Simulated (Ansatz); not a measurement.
Geometry optimisation, DFT PBE, scalar-relativistic, plane waves, PAW (Ansatz).

Input:

```yaml
crystal:
  lattice:
    - [-3.19, -5.525242, 0.0]
    - [4.785, -2.762621, 0.0]
    - [0.0, 0.0, 5.189]
  atoms:
    - { symbol: Ga, position: [0.50000001, 0.66666667, 0.0] }
    - { symbol: "N", position: [0.50000001, 0.66666667, 0.375] }
    - { symbol: "N", position: [0.50000001, 0.33333334, 0.875] }
    - { symbol: Ga, position: [0.25, 0.16666667, 0.0] }
    - { symbol: Ga, position: [0.25000001, 0.83333334, 0.5] }
    - { symbol: "N", position: [0.25, 0.16666667, 0.375] }
    - { symbol: "N", position: [0.25000001, 0.83333334, 0.875] }
    - { symbol: Ga, position: [0.0, 0.66666667, 0.0] }
    - { symbol: Ga, position: [0.0, 0.33333333, 0.5] }
    - { symbol: "N", position: [0.0, 0.66666667, 0.375] }
    - { symbol: "N", position: [0.0, 0.33333333, 0.875] }
    - { symbol: Ga, position: [0.50000001, 0.33333334, 0.5] }
    - { symbol: Ga, position: [0.75000001, 0.83333334, 0.5] }
    - { symbol: "N", position: [0.75000001, 0.16666667, 0.375] }
    - { symbol: "N", position: [0.75000001, 0.83333334, 0.875] }
total_charge: -1
basis:
  ecutwfc: 420.0
kpoints:
  mp_grid: { grid: [2, 2, 2] }
hamiltonian:
  xc: pbe
  pseudopotentials: { kind: paw, azcp: { folder: soft_1 } }
scf:
  occupations: { method: fermi_dirac, width: 0.05 }
  lower_state_search: "off"
relax:
  f_tol: 0.03
  max_steps: 60
  adjacent_minimum: "off"
```

Command:

```bash
$ ansatz run input.yaml --threads 1 --pin off --max-ram 3072MiB --backend cpu --events-out ev --progress --plain --runs-dir out
```

Where does it end, and by what steps?

It converged. Limits of this set-up: coarse k mesh, charged cell in a uniform background, uncorrected. After 5 steps the energy has fallen by 0.477 eV; N3 moved furthest, 0.36 Å.

| step | energy less start (eV) | largest force component (eV/Å) | accepted |
| --- | --- | --- | --- |
| 0 | 0.0000 | 1.016 | yes |
| 1 | -0.2597 | 0.666 | yes |
| 2 | -0.4453 | 0.301 | yes |
| 3 | -0.4673 | 0.089 | yes |
| 4 | -0.4749 | 0.057 | yes |
| 5 | -0.4771 | 0.026 | yes |

```xyz
15
Lattice="-3.1900 -5.5252 0.0000 4.7850 -2.7626 0.0000 0.0000 0.0000 5.1890" Properties=species:S:1:pos:R:3
Ga 1.599 -4.614 0.001
N 1.610 -4.602 1.934
N 0.270 -3.464 4.459
Ga -0.078 -1.797 0.067
Ga 3.176 -3.675 2.610
N -0.024 -1.828 1.962
N 3.200 -3.689 4.544
Ga 3.201 -1.841 0.001
Ga 1.602 -0.916 2.578
N 3.196 -1.856 1.934
N 1.540 -1.264 4.459
Ga -0.001 -3.693 2.578
Ga 1.621 -6.461 2.599
N -1.575 -4.616 2.115
N 1.398 -6.332 4.483
```

The run took 43 s on 1 thread of Arm Neoverse V1 (shared host), peak memory 0.45 GiB.
